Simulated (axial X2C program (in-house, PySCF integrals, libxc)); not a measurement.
# Linear GaOH at several levels

Aim: the two bond lengths and stretching wavenumbers of linear GaOH, with and without spin–orbit coupling, at PBE0, HF, r2SCAN, MP2.

Computed with an in-house X2C program for linear molecules on PySCF integrals. Level: all-electron X2C, two-component (2c) or spin-free, Ga dyall-v3z, O dyall-av3z, H dyall-v3z.

All values are calculated.

1 further run of the same task is left out (set aside as unsound or not needed).

## 1. The job

The input, task.json:

```json
{"zs": [31, 8, 1], "q": 0, "bas": ["dyall-v3z", "dyall-av3z", "dyall-v3z"], "r0": [1.87, 0.96], "symm": 0, "scan": ["PBE0", "HF", "r2SCAN"], "levels": ["PBE0", "HF", "B3LYP"], "nst": 2}
```

Keys: zs atomic numbers; q charge; bas basis sets; r0 starting distance in Å; symm equal bonds; scan levels of the two-bond scan (MP2 follows by itself at each HF point); levels methods; nst determinants followed.

Launch:

```bash
python solin.py task.json out
```

Masses Ga 68.926, O 15.995, H 1.008 u.

## 2. Scan at PBE0, 2c

State: Ω = 0 (all partner blocks equally filled). Energies above the lowest point, from the job's result record:

```csv
r(Ga–O) (Å),r(O–H) (Å),E (meV)
1.7345,0.9301,38.03
1.7345,0.9540,22.79
1.7345,0.9778,38.56
1.7790,0.9301,15.32
1.7790,0.9540,0.00
1.7790,0.9778,15.73
1.7790,1.0017,57.83
1.8235,0.9301,35.84
1.8235,0.9540,20.40
1.8235,0.9778,36.04
1.8679,0.9540,74.40
1.8679,1.0017,131.87
```

A quadratic surface with cubic terms in each bond gives the minimum at 1.779 and 0.953 Å, force constants 3.5, 8.79 and coupling -0.01 mdyn/Å.

## 3. Scan at HF, 2c

State: Ω = 0 (all partner blocks equally filled). Energies above the lowest point, from the job's result record:

```csv
r(Ga–O) (Å),r(O–H) (Å),E (meV)
1.7345,0.9301,12.11
1.7345,0.9540,23.94
1.7345,0.9778,67.13
1.7790,0.9301,0.00
1.7790,0.9540,11.50
1.7790,0.9778,54.37
1.7790,1.0017,124.13
1.8235,0.9301,32.19
1.8235,0.9540,43.34
1.8235,0.9778,85.87
1.8679,0.9540,109.32
1.8679,1.0017,220.57
```

A quadratic surface with cubic terms in each bond gives the minimum at 1.768 and 0.934 Å, force constants 3.79, 10 and coupling -0.05 mdyn/Å.

## 4. Scan at r2SCAN, 2c

State: Ω = 0 (all partner blocks equally filled). Energies above the lowest point, from the job's result record:

```csv
r(Ga–O) (Å),r(O–H) (Å),E (meV)
1.7345,0.9301,37.02
1.7345,0.9540,18.30
1.7345,0.9778,30.18
1.7790,0.9301,18.72
1.7790,0.9540,0.00
1.7790,0.9778,11.93
1.7790,1.0017,49.82
1.8235,0.9301,43.52
1.8235,0.9540,24.74
1.8235,0.9778,36.66
1.8679,0.9540,83.06
1.8679,1.0017,132.80
```

A quadratic surface with cubic terms in each bond gives the minimum at 1.774 and 0.956 Å, force constants 3.57, 8.51 and coupling 0.00 mdyn/Å.

## 5. The levels side by side

| level | r(Ga–O) (Å) | r(O–H) (Å) | lower stretch (cm⁻¹) | upper stretch (cm⁻¹) |
| --- | --- | --- | --- | --- |
| PBE0, 2c | 1.779 | 0.953 | 659.5 | 3969.5 |
| HF, 2c | 1.768 | 0.934 | 685.9 | 4236.1 |
| r2SCAN, 2c | 1.774 | 0.956 | 665.6 | 3906.6 |
| MP2, 2c | 1.778 | 0.956 | 663.1 | 3943.5 |
| PBE0, spin-free | 1.778 | 0.953 | 659.6 | 3969.2 |
| HF, spin-free | 1.767 | 0.934 | 686.0 | 4236.0 |
| r2SCAN, spin-free | 1.774 | 0.956 | 665.6 | 3906.4 |
| MP2, spin-free | 1.777 | 0.956 | 663.2 | 3943.3 |

Scans not shown above were run alike.

In words: Over the levels the Ga–O bond spans 1.767 to 1.779 Å and the O–H bond 0.934 to 0.956 Å. At PBE0 spin–orbit coupling leaves both bonds unchanged to 0.001 Å. Each state is one determinant, the lowest of a limited PBE0 search; the stretches come from a fit to few points and are good to some per cent at best. MP2 freezes inner shells (threshold -2 hartree). The molecule was held linear; bending was not examined, so a bent shape may lie lower.
